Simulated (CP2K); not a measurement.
## SiSe in CP2K: the effect of functional

Crystal: SiSe.

```xyz
2
Lattice="3.5952 0.0000 0.0000 -1.7976 3.1135 0.0000 0.0000 0.0000 3.5987" Properties=species:S:1:pos:R:3 pbc="T T T"
Si    1.7976    1.0378    1.7994
Se    0.0000    0.0000    0.0000
```

The cell was built by a generator and needn't be a form met in nature.

Alike in all runs:

| Item | Value |
| --- | --- |
| Program | CP2K 2026.2 |
| Task | band structure |
| Potentials or basis | POTENTIAL_UZH Si GTH-PBE-q4, Se GTH-PBE-q6; TZVP-MOLOPT-PBE-GTH basis |
| Density cutoff | 9184 eV |
| k mesh | 9 × 9 × 7 |
| Occupations | fermi-dirac, width 0.05 eV |
| Spin | no spin polarisation |

```tsv
functional	pressure (GPa)
PBE	?
LDA	-1.4
PBEsol	-1.4
WC	-0.9
PW91	1.4
BLYP	7.0
HLE17	-1.7
```

Task: What does the run with functional PBE give?

Result: Pressure 0.8 GPa.

Caveats: the basis of atomic orbitals isn't converged, which shifts pressures, moduli and gaps; the potentials were made for another functional, which shifts forces and pressure (some runs); the potentials were made for a functional far from this one (some runs).
